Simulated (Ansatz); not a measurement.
# Si2H8O2 (built from SMILES O.O[SiH2][SiH3]): search for a transition state, part 2 of 2

Ansatz 0.2.0, Gaussian basis; PBE0-D4. The steps go on from the part before.

## Step 7: Relaxing after a step of 0.30 Å one way along the mode

downa/in.yaml reads:

```yaml
crystal:
  periodic: [false, false, false]
  atoms:
    - {symbol: Si, position_ang: [-0.607457, 0.439385, -0.721120]}
    - {symbol: Si, position_ang: [0.819802, -1.360140, 1.088775]}
    - {symbol: H, position_ang: [-0.701890, -0.720403, -1.666402]}
    - {symbol: H, position_ang: [-1.425311, 0.151285, 0.545897]}
    - {symbol: O, position_ang: [-1.313473, 1.804230, -1.282486]}
    - {symbol: H, position_ang: [1.151489, 0.156448, 0.195777]}
    - {symbol: O, position_ang: [0.953156, 1.104490, -0.775363]}
    - {symbol: H, position_ang: [2.077697, -2.162763, 1.102291]}
    - {symbol: H, position_ang: [0.501498, -1.013908, 2.501735]}
    - {symbol: H, position_ang: [-0.299072, -2.329503, 0.680529]}
    - {symbol: H, position_ang: [-2.240938, 1.895556, -1.108733]}
    - {symbol: H, position_ang: [1.084499, 2.035424, -0.560900]}
basis:
  gaussian: {orbitals: def2-TZVP}
hamiltonian: {xc: pbe0, dispersion: d4}
relax: {f_tol: 0.005, max_steps: 200}
```

Run with:

```bash
$ ansatz run in.yaml --threads 4 --pin off --events-out ev --progress --plain --max-ram 9574MiB
```

Log, shortened:

```text
[... 5 set-up lines as earlier in the session ...]
[...]
1190 factors; their error is unknown
[...]
mean field -19970.76760149 eV, -733.9121726823 hartree, gradient 2.1e-5 eV, S^2 0.000000; 0 other end points of the search recorded, 0 dependent functions left out
[...]
reference -19970.76763619 eV, -733.9121739575 hartree; 26, 26 occupied and 158, 158 virtual orbitals, 1190 factors
relax step   1: F+E_penalty+E_count = -19970.96373922 eV  Δ(F+E_penalty+E_count) = +0.000e0 eV  max|allowed force component| = 2.388e0 eV/Å  Δτ_max = 0.0000 Å  (27 SCF iters, accepted)
[...]
Atom 2 at    -0.412450    -0.294382    -1.831995 Å, force     0.000084     0.000145    -0.000424 eV/Å
Atom 3 at    -0.893366     0.539559     0.419812 Å, force    -0.000533     0.000544     0.000531 eV/Å
Atom 4 at    -1.906849     1.788155    -1.535090 Å, force     0.000102     0.000669    -0.000652 eV/Å
Atom 5 at     1.696699    -0.920037     0.426564 Å, force    -0.000286     0.000624     0.000316 eV/Å
Atom 6 at     0.755863     1.768835    -1.159141 Å, force    -0.000816     0.002359     0.000680 eV/Å
Atom 7 at     1.905768    -2.935692     1.759800 Å, force    -0.000242    -0.000581     0.000304 eV/Å
Atom 8 at     0.594349    -1.071947     2.583037 Å, force    -0.000258     0.000338     0.001062 eV/Å
Atom 9 at    -0.211472    -2.389351     0.713873 Å, force     0.000139    -0.000171     0.000510 eV/Å
Atom 10 at    -2.693598     1.796960    -0.989938 Å, force    -0.001021     0.000445     0.000505 eV/Å
Atom 11 at     0.793623     2.637255    -0.755881 Å, force     0.000399    -0.001377    -0.000957 eV/Å
Dipole moment:    -0.253966     0.182083     0.341822 e Å
```

It took 50 s on 4 threads of Arm Neoverse V1, shared host.

Relaxation path: (the energy doesn't fall at every step)

```csv
step,energy from step 1 (eV),largest force component (eV/Å)
1,0.0000,2.3883
2,-0.6065,2.3783
3,-1.2004,1.1060
4,-1.6577,0.9757
5,-1.8382,0.4707
6,-1.9006,0.2404
7,-1.9434,0.1149
8,-1.8988,0.7119
9,-1.9470,0.3689
10,-1.9573,0.0636
11,-1.9591,0.0173
12,-1.9595,0.1042
13,-1.9600,0.1969
14,-1.9613,0.0106
15,-1.9613,0.0111
16,-1.9618,0.0542
17,-1.9619,0.0386
18,-1.9621,0.0139
19,-1.9621,0.0051
20,-1.9621,0.0040
21,-1.9621,0.0028
```

Close pairs (by a distance rule), those that changed most:

```
   bond  before (Å)  after (Å)  change (Å)
 Si2–H6       1.791      1.485      -0.306
 Si1–O7       1.697      1.635      -0.063
Si2–H10       1.536      1.485      -0.051
 Si1–H4       1.535      1.492      -0.043
 Si1–H3       1.499      1.477      -0.022
 O5–H11       0.948      0.957      +0.009
 Si1–O5       1.636      1.644      +0.008
 Si2–H8       1.492      1.485      -0.007
```

## Step 8: Relaxing after a step of 0.30 Å the other way along the mode

downb/in.yaml reads:

```yaml
crystal:
  periodic: [false, false, false]
  atoms:
    - {symbol: Si, position_ang: [-0.690609, 0.236404, -0.533622]}
    - {symbol: Si, position_ang: [0.648070, -1.347871, 1.039304]}
    - {symbol: H, position_ang: [-0.682374, -0.730888, -1.628684]}
    - {symbol: H, position_ang: [-1.641191, 0.087112, 0.558714]}
    - {symbol: O, position_ang: [-1.216434, 1.712915, -1.224590]}
    - {symbol: H, position_ang: [1.440467, 0.562757, -0.137997]}
    - {symbol: O, position_ang: [1.087560, 1.033907, -0.685961]}
    - {symbol: H, position_ang: [1.991551, -2.038653, 0.999792]}
    - {symbol: H, position_ang: [0.446492, -1.005041, 2.496288]}
    - {symbol: H, position_ang: [-0.322562, -2.403165, 0.724302]}
    - {symbol: H, position_ang: [-2.159752, 1.894542, -1.090620]}
    - {symbol: H, position_ang: [1.098779, 1.998081, -0.516928]}
basis:
  gaussian: {orbitals: def2-TZVP}
hamiltonian: {xc: pbe0, dispersion: d4}
relax: {f_tol: 0.005, max_steps: 200}
```

Run with:

```bash
$ ansatz run in.yaml --threads 4 --pin off --events-out ev --progress --plain --max-ram 9574MiB
```

Log:

```text
[... 5 set-up lines as earlier in the session ...]
  parameter a = 0.25
  parameter kappa = 0.804
  parameter beta = 0.06672455060314922
  exchange = (1 - a)*pbe_x(kappa = kappa, mu = beta*pi^2/3) + a*exact_x
  correlation = pbe_c(beta = beta)
1190 factors; their error is unknown
mean field evaluation 1: about -19962.0001 eV, gradient 6.8e1 eV
mean field evaluation 2: about -19952.2196 eV, gradient 1.0e2 eV
mean field evaluation 4: about -19969.2091 eV, gradient 4.8e0 eV
mean field evaluation 8: about -19969.2425 eV, gradient 2.9e-2 eV
mean field evaluation 16: about -19969.3138 eV, gradient 6.8e-5 eV
mean field -19969.31379753 eV, -733.8587463722 hartree, gradient 6.8e-5 eV, S^2 0.000000; 0 other end points of the search recorded, 0 dependent functions left out
the calculation of the forces begins
reference -19969.31383218 eV, -733.8587476455 hartree; 26, 26 occupied and 158, 158 virtual orbitals, 1190 factors
relax step   1: F+E_penalty+E_count = -19969.51210502 eV  Δ(F+E_penalty+E_count) = +0.000e0 eV  max|allowed force component| = 1.058e1 eV/Å  Δτ_max = 0.0000 Å  (27 SCF iters, accepted)
these checks for a lower state are left out or cut short: starts, cluster_reference, orbital_swaps, neighbouring_geometries, increment
1190 factors; their error is unknown
mean field -19970.60068716 eV, -733.9060386937 hartree, gradient 2.0e-5 eV, S^2 0.000000; 0 other end points of the search recorded, 0 dependent functions left out
the calculation of the forces begins
reference -19970.60072110 eV, -733.9060399413 hartree; 26, 26 occupied and 158, 158 virtual orbitals, 1190 factors
relax step   2: F+E_penalty+E_count = -19970.79719009 eV  Δ(F+E_penalty+E_count) = -1.285e0 eV  max|allowed force component| = 6.739e-1 eV/Å  Δτ_max = 0.1990 Å  (36 SCF iters, accepted)
these checks for a lower state are left out or cut short: starts, cluster_reference, orbital_swaps, neighbouring_geometries, increment
1190 factors; their error is unknown
mean field evaluation 32: about -19970.7644 eV, gradient 2.0e-5 eV
mean field -19970.76441786 eV, -733.9120556861 hartree, gradient 2.0e-5 eV, S^2 0.000000; 0 other end points of the search recorded, 0 dependent functions left out
the calculation of the forces begins
reference -19970.76445125 eV, -733.9120569130 hartree; 26, 26 occupied and 158, 158 virtual orbitals, 1190 factors
relax step   3: F+E_penalty+E_count = -19970.96466478 eV  Δ(F+E_penalty+E_count) = -1.675e-1 eV  max|allowed force component| = 1.060e0 eV/Å  Δτ_max = 0.1932 Å  (30 SCF iters, accepted)
[... from here on, the SCF cycles and remarks between the steps are left out ...]
relax step   4: F+E_penalty+E_count = -19971.15714458 eV  Δ(F+E_penalty+E_count) = -1.925e-1 eV  max|allowed force component| = 1.654e0 eV/Å  Δτ_max = 0.1949 Å  (30 SCF iters, accepted)
relax step   5: F+E_penalty+E_count = -19971.38935627 eV  Δ(F+E_penalty+E_count) = -2.322e-1 eV  max|allowed force component| = 1.224e0 eV/Å  Δτ_max = 0.1938 Å  (30 SCF iters, accepted)
relax step   6: F+E_penalty+E_count = -19971.62983871 eV  Δ(F+E_penalty+E_count) = -2.405e-1 eV  max|allowed force component| = 8.108e-1 eV/Å  Δτ_max = 0.1977 Å  (29 SCF iters, accepted)
relax step   7: F+E_penalty+E_count = -19971.78429040 eV  Δ(F+E_penalty+E_count) = -1.545e-1 eV  max|allowed force component| = 4.624e-1 eV/Å  Δτ_max = 0.2000 Å  (28 SCF iters, accepted)
relax step   8: F+E_penalty+E_count = -19971.87760945 eV  Δ(F+E_penalty+E_count) = -9.332e-2 eV  max|allowed force component| = 1.196e0 eV/Å  Δτ_max = 0.1948 Å  (29 SCF iters, accepted)
relax step   9: F+E_penalty+E_count = -19971.93251145 eV  Δ(F+E_penalty+E_count) = -5.490e-2 eV  max|allowed force component| = 8.344e-1 eV/Å  Δτ_max = 0.1942 Å  (29 SCF iters, accepted)
relax step  10: F+E_penalty+E_count = -19971.96527865 eV  Δ(F+E_penalty+E_count) = -3.277e-2 eV  max|allowed force component| = 3.204e-1 eV/Å  Δτ_max = 0.2000 Å  (36 SCF iters, accepted)
relax step  11: F+E_penalty+E_count = -19971.96872132 eV  Δ(F+E_penalty+E_count) = -3.443e-3 eV  max|allowed force component| = 2.629e-1 eV/Å  Δτ_max = 0.2000 Å  (29 SCF iters, accepted)
relax step  12: F+E_penalty+E_count = -19971.98453285 eV  Δ(F+E_penalty+E_count) = -1.581e-2 eV  max|allowed force component| = 3.962e-1 eV/Å  Δτ_max = 0.1999 Å  (29 SCF iters, accepted)
relax step  13: F+E_penalty+E_count = -19971.99182770 eV  Δ(F+E_penalty+E_count) = -7.295e-3 eV  max|allowed force component| = 3.475e-1 eV/Å  Δτ_max = 0.1244 Å  (30 SCF iters, accepted)
relax step  14: F+E_penalty+E_count = -19971.99582203 eV  Δ(F+E_penalty+E_count) = -3.994e-3 eV  max|allowed force component| = 2.463e-1 eV/Å  Δτ_max = 0.0440 Å  (30 SCF iters, accepted)
relax step  15: F+E_penalty+E_count = -19971.90358373 eV  Δ(F+E_penalty+E_count) = +9.224e-2 eV  max|allowed force component| = 1.953e0 eV/Å  Δτ_max = 0.1977 Å  (37 SCF iters, rejected (line search))
relax step  16: F+E_penalty+E_count = -19972.00399405 eV  Δ(F+E_penalty+E_count) = -8.172e-3 eV  max|allowed force component| = 6.127e-2 eV/Å  Δτ_max = 0.0988 Å  (30 SCF iters, accepted)
relax step  17: F+E_penalty+E_count = -19972.00776351 eV  Δ(F+E_penalty+E_count) = -3.769e-3 eV  max|allowed force component| = 1.279e-1 eV/Å  Δτ_max = 0.1000 Å  (30 SCF iters, accepted)
relax step  18: F+E_penalty+E_count = -19971.99413592 eV  Δ(F+E_penalty+E_count) = +1.363e-2 eV  max|allowed force component| = 8.268e-1 eV/Å  Δτ_max = 0.1461 Å  (29 SCF iters, rejected (line search))
relax step  19: F+E_penalty+E_count = -19972.01071797 eV  Δ(F+E_penalty+E_count) = -2.954e-3 eV  max|allowed force component| = 8.233e-2 eV/Å  Δτ_max = 0.0730 Å  (30 SCF iters, accepted)
relax step  20: F+E_penalty+E_count = -19972.01095245 eV  Δ(F+E_penalty+E_count) = -2.345e-4 eV  max|allowed force component| = 2.233e-1 eV/Å  Δτ_max = 0.0720 Å  (30 SCF iters, accepted)
relax step  21: F+E_penalty+E_count = -19972.01498111 eV  Δ(F+E_penalty+E_count) = -4.029e-3 eV  max|allowed force component| = 1.774e-2 eV/Å  Δτ_max = 0.0705 Å  (29 SCF iters, accepted)
relax step  22: F+E_penalty+E_count = -19972.01547922 eV  Δ(F+E_penalty+E_count) = -4.981e-4 eV  max|allowed force component| = 4.843e-2 eV/Å  Δτ_max = 0.0305 Å  (30 SCF iters, accepted)
relax step  23: F+E_penalty+E_count = -19972.01592139 eV  Δ(F+E_penalty+E_count) = -4.422e-4 eV  max|allowed force component| = 6.069e-2 eV/Å  Δτ_max = 0.0520 Å  (29 SCF iters, accepted)
relax step  24: F+E_penalty+E_count = -19972.01623248 eV  Δ(F+E_penalty+E_count) = -3.111e-4 eV  max|allowed force component| = 6.297e-2 eV/Å  Δτ_max = 0.0350 Å  (30 SCF iters, accepted)
relax step  25: F+E_penalty+E_count = -19972.01654000 eV  Δ(F+E_penalty+E_count) = -3.075e-4 eV  max|allowed force component| = 1.965e-2 eV/Å  Δτ_max = 0.0177 Å  (31 SCF iters, accepted)
relax step  26: F+E_penalty+E_count = -19972.01678767 eV  Δ(F+E_penalty+E_count) = -2.477e-4 eV  max|allowed force component| = 3.194e-2 eV/Å  Δτ_max = 0.0364 Å  (31 SCF iters, accepted)
relax step  27: F+E_penalty+E_count = -19972.01690661 eV  Δ(F+E_penalty+E_count) = -1.189e-4 eV  max|allowed force component| = 1.089e-1 eV/Å  Δτ_max = 0.0559 Å  (30 SCF iters, accepted)
relax step  28: F+E_penalty+E_count = -19972.01719936 eV  Δ(F+E_penalty+E_count) = -2.928e-4 eV  max|allowed force component| = 9.350e-2 eV/Å  Δτ_max = 0.0126 Å  (30 SCF iters, accepted)
relax step  29: F+E_penalty+E_count = -19972.01752960 eV  Δ(F+E_penalty+E_count) = -3.302e-4 eV  max|allowed force component| = 7.210e-2 eV/Å  Δτ_max = 0.0229 Å  (31 SCF iters, accepted)
relax step  30: F+E_penalty+E_count = -19972.01793731 eV  Δ(F+E_penalty+E_count) = -4.077e-4 eV  max|allowed force component| = 1.469e-1 eV/Å  Δτ_max = 0.0625 Å  (30 SCF iters, accepted)
relax step  31: F+E_penalty+E_count = -19972.01827087 eV  Δ(F+E_penalty+E_count) = -3.336e-4 eV  max|allowed force component| = 1.366e-1 eV/Å  Δτ_max = 0.0255 Å  (31 SCF iters, accepted)
relax step  32: F+E_penalty+E_count = -19972.01894240 eV  Δ(F+E_penalty+E_count) = -6.715e-4 eV  max|allowed force component| = 1.655e-1 eV/Å  Δτ_max = 0.0813 Å  (29 SCF iters, accepted)
relax step  33: F+E_penalty+E_count = -19972.01955921 eV  Δ(F+E_penalty+E_count) = -6.168e-4 eV  max|allowed force component| = 1.751e-1 eV/Å  Δτ_max = 0.0473 Å  (30 SCF iters, accepted)
relax step  34: F+E_penalty+E_count = -19972.01996892 eV  Δ(F+E_penalty+E_count) = -4.097e-4 eV  max|allowed force component| = 1.989e-1 eV/Å  Δτ_max = 0.0431 Å  (29 SCF iters, accepted)
relax step  35: F+E_penalty+E_count = -19972.02121817 eV  Δ(F+E_penalty+E_count) = -1.249e-3 eV  max|allowed force component| = 2.235e-1 eV/Å  Δτ_max = 0.0482 Å  (30 SCF iters, accepted)
relax step  36: F+E_penalty+E_count = -19972.02256669 eV  Δ(F+E_penalty+E_count) = -1.349e-3 eV  max|allowed force component| = 2.526e-1 eV/Å  Δτ_max = 0.0600 Å  (30 SCF iters, accepted)
relax step  37: F+E_penalty+E_count = -19972.02333085 eV  Δ(F+E_penalty+E_count) = -7.642e-4 eV  max|allowed force component| = 4.084e-1 eV/Å  Δτ_max = 0.1669 Å  (29 SCF iters, accepted)
relax step  38: F+E_penalty+E_count = -19972.02581715 eV  Δ(F+E_penalty+E_count) = -2.486e-3 eV  max|allowed force component| = 3.493e-1 eV/Å  Δτ_max = 0.0592 Å  (29 SCF iters, accepted)
relax step  39: F+E_penalty+E_count = -19972.03576188 eV  Δ(F+E_penalty+E_count) = -9.945e-3 eV  max|allowed force component| = 1.465e-1 eV/Å  Δτ_max = 0.2000 Å  (30 SCF iters, accepted)
relax step  40: F+E_penalty+E_count = -19972.04303822 eV  Δ(F+E_penalty+E_count) = -7.276e-3 eV  max|allowed force component| = 5.101e-1 eV/Å  Δτ_max = 0.1969 Å  (28 SCF iters, accepted)
relax step  41: F+E_penalty+E_count = -19972.04182245 eV  Δ(F+E_penalty+E_count) = +1.216e-3 eV  max|allowed force component| = 7.102e-1 eV/Å  Δτ_max = 0.1534 Å  (29 SCF iters, rejected (line search))
relax step  42: F+E_penalty+E_count = -19972.05117359 eV  Δ(F+E_penalty+E_count) = -8.135e-3 eV  max|allowed force component| = 1.414e-1 eV/Å  Δτ_max = 0.0767 Å  (29 SCF iters, accepted)
relax step  43: F+E_penalty+E_count = -19972.05463198 eV  Δ(F+E_penalty+E_count) = -3.458e-3 eV  max|allowed force component| = 2.041e-1 eV/Å  Δτ_max = 0.0986 Å  (30 SCF iters, accepted)
relax step  44: F+E_penalty+E_count = -19972.05697762 eV  Δ(F+E_penalty+E_count) = -2.346e-3 eV  max|allowed force component| = 1.007e-1 eV/Å  Δτ_max = 0.0591 Å  (30 SCF iters, accepted)
relax step  45: F+E_penalty+E_count = -19972.05804915 eV  Δ(F+E_penalty+E_count) = -1.072e-3 eV  max|allowed force component| = 7.071e-2 eV/Å  Δτ_max = 0.0592 Å  (30 SCF iters, accepted)
relax step  46: F+E_penalty+E_count = -19972.05873384 eV  Δ(F+E_penalty+E_count) = -6.847e-4 eV  max|allowed force component| = 9.553e-2 eV/Å  Δτ_max = 0.0454 Å  (30 SCF iters, accepted)
relax step  47: F+E_penalty+E_count = -19972.05941503 eV  Δ(F+E_penalty+E_count) = -6.812e-4 eV  max|allowed force component| = 1.220e-1 eV/Å  Δτ_max = 0.0420 Å  (30 SCF iters, accepted)
relax step  48: F+E_penalty+E_count = -19972.06010330 eV  Δ(F+E_penalty+E_count) = -6.883e-4 eV  max|allowed force component| = 1.353e-1 eV/Å  Δτ_max = 0.0490 Å  (30 SCF iters, accepted)
relax step  49: F+E_penalty+E_count = -19972.06061130 eV  Δ(F+E_penalty+E_count) = -5.080e-4 eV  max|allowed force component| = 1.065e-1 eV/Å  Δτ_max = 0.0341 Å  (30 SCF iters, accepted)
relax step  50: F+E_penalty+E_count = -19972.06107377 eV  Δ(F+E_penalty+E_count) = -4.625e-4 eV  max|allowed force component| = 8.103e-2 eV/Å  Δτ_max = 0.0392 Å  (30 SCF iters, accepted)
relax step  51: F+E_penalty+E_count = -19972.06128521 eV  Δ(F+E_penalty+E_count) = -2.114e-4 eV  max|allowed force component| = 7.701e-2 eV/Å  Δτ_max = 0.0211 Å  (31 SCF iters, accepted)
relax step  52: F+E_penalty+E_count = -19972.06148874 eV  Δ(F+E_penalty+E_count) = -2.035e-4 eV  max|allowed force component| = 4.654e-2 eV/Å  Δτ_max = 0.0117 Å  (31 SCF iters, accepted)
relax step  53: F+E_penalty+E_count = -19972.06159027 eV  Δ(F+E_penalty+E_count) = -1.015e-4 eV  max|allowed force component| = 3.507e-2 eV/Å  Δτ_max = 0.0046 Å  (32 SCF iters, accepted)
relax step  54: F+E_penalty+E_count = -19972.06165439 eV  Δ(F+E_penalty+E_count) = -6.411e-5 eV  max|allowed force component| = 1.828e-2 eV/Å  Δτ_max = 0.0105 Å  (32 SCF iters, accepted)
relax step  55: F+E_penalty+E_count = -19972.06167751 eV  Δ(F+E_penalty+E_count) = -2.313e-5 eV  max|allowed force component| = 8.808e-3 eV/Å  Δτ_max = 0.0097 Å  (31 SCF iters, accepted)
relax step  56: F+E_penalty+E_count = -19972.06168435 eV  Δ(F+E_penalty+E_count) = -6.834e-6 eV  max|allowed force component| = 6.590e-3 eV/Å  Δτ_max = 0.0053 Å  (32 SCF iters, accepted)
these checks for a lower state are left out or cut short: starts, cluster_reference, orbital_swaps, neighbouring_geometries, increment
1190 factors; their error is unknown
mean field -19971.86864453 eV, -733.9526352676 hartree, gradient 2.5e-5 eV, S^2 0.000000; 0 other end points of the search recorded, 0 dependent functions left out
the calculation of the forces begins
reference -19971.86867973 eV, -733.9526365614 hartree; 26, 26 occupied and 158, 158 virtual orbitals, 1190 factors
relax step  57: F+E_penalty+E_count = -19972.06168706 eV  Δ(F+E_penalty+E_count) = -2.713e-6 eV  max|allowed force component| = 3.759e-3 eV/Å  Δτ_max = 0.0026 Å  (23 SCF iters, accepted)
1190 factors; their error is unknown
mean field evaluation 416: about -19971.7020 eV, gradient 6.4e0 eV
mean field -19971.86864453 eV, -733.9526352676 hartree, gradient 2.4e-5 eV, S^2 0.000000; 1 other end points of the search recorded, 0 dependent functions left out
the calculation of the forces begins
reference -19971.86867973 eV, -733.9526365614 hartree; 26, 26 occupied and 158, 158 virtual orbitals, 1190 factors
Total energy: -19972.06172227 eV, -733.9597307436 hartree
Atom 0 at    -1.293274    -0.237647    -0.391091 Å, force     0.000395    -0.003519     0.001918 eV/Å
Atom 1 at     0.401279    -1.318380     0.805009 Å, force    -0.000405    -0.000105    -0.000188 eV/Å
Atom 2 at    -1.711413    -1.055302    -1.566405 Å, force    -0.000103    -0.000009    -0.000316 eV/Å
Atom 3 at    -2.501432    -0.066468     0.467118 Å, force    -0.000086     0.000033     0.000227 eV/Å
Atom 4 at    -0.767471     1.259323    -0.913517 Å, force    -0.002032     0.001600    -0.001860 eV/Å
Atom 5 at     2.074557     1.782881     0.583943 Å, force     0.001542    -0.002037    -0.001132 eV/Å
Atom 6 at     1.936437     1.215343    -0.177011 Å, force    -0.002430     0.003759     0.002123 eV/Å
Atom 7 at     1.553182    -1.702355    -0.042549 Å, force     0.000224     0.000092    -0.000269 eV/Å
Atom 8 at     0.826212    -0.541016     1.995750 Å, force     0.000151     0.000218     0.000521 eV/Å
Atom 9 at    -0.258614    -2.566727     1.294562 Å, force    -0.000071    -0.000082     0.000102 eV/Å
Atom 10 at    -1.345011     1.742410    -1.506807 Å, force     0.002140     0.001818    -0.000025 eV/Å
Atom 11 at     1.085546     1.488039    -0.549004 Å, force     0.000676    -0.001769    -0.001101 eV/Å
Dipole moment:    -0.422128     0.350357    -0.039742 e Å
```

It took 2.3 min on 4 threads of Arm Neoverse V1, shared host.

Along the way: (not every step is listed)

```
step  energy from step 1 (eV)  largest force component (eV/Å)
   1                   0.0000                         10.5791
   2                  -1.2851                          0.6739
   3                  -1.4526                          1.0604
   4                  -1.6450                          1.6541
   5                  -1.8773                          1.2240
   6                  -2.1177                          0.8108
   7                  -2.2722                          0.4624
   8                  -2.3655                          1.1955
   9                  -2.4204                          0.8344
  13                  -2.4797                          0.3475
  17                  -2.4957                          0.1279
  21                  -2.5029                          0.0177
  25                  -2.5044                          0.0196
  29                  -2.5054                          0.0721
  33                  -2.5075                          0.1751
  37                  -2.5112                          0.4084
  41                  -2.5297                          0.7102
  45                  -2.5459                          0.0707
  49                  -2.5485                          0.1065
  52                  -2.5494                          0.0465
  53                  -2.5495                          0.0351
  54                  -2.5495                          0.0183
  55                  -2.5496                          0.0088
  56                  -2.5496                          0.0066
  57                  -2.5496                          0.0038
```

Distances of close pairs at the start and the end, largest changes first:

```csv
bond,before (Å),after (Å),change (Å)
Si1–O7,1.955,3.548,+1.593
Si1–Si2,2.603,2.339,-0.264
H6–O7,0.804,0.959,+0.155
Si1–O5,1.713,1.670,-0.042
Si1–H4,1.456,1.492,+0.036
Si1–H3,1.461,1.492,+0.030
Si2–H8,1.511,1.481,-0.030
Si2–H10,1.468,1.494,+0.026
```

## Step 9: What the saddle joins

```
   pair  start side (Å)  saddle (Å)  end side (Å)
 Si1–O7           3.548       1.825         1.635
 Si2–H6           3.531       2.079         1.485
Si1–Si2           2.339       2.763         3.967
  H6–O7           0.959       1.075         3.260
```

## Step 10: What came out

The summary covers parts 1 to 2.

```
                       quantity                                                       value
                 imaginary mode                                                   692i cm⁻¹
    barrier from the start side                                                149.2 kJ/mol
      barrier from the end side                                                232.6 kJ/mol
             energy of the step                                                -83.4 kJ/mol
              pairs that change  Si1–O7 formed, Si2–H6 formed, Si1–Si2 broken, H6–O7 broken
zero-point energy at the saddle                                                    2.090 eV
```

What this shows: The point has a single imaginary mode (692i cm⁻¹), as a transition state must. It joins the planned start and end. At PBE0-D4/def2-TZVP the electronic barrier is 149.2 kJ/mol, about 60 kT at 298 K, and the step runs 83.4 kJ/mol downhill. A step off the saddle overshot and began above it in energy, so the link to its end is likely but not proven.
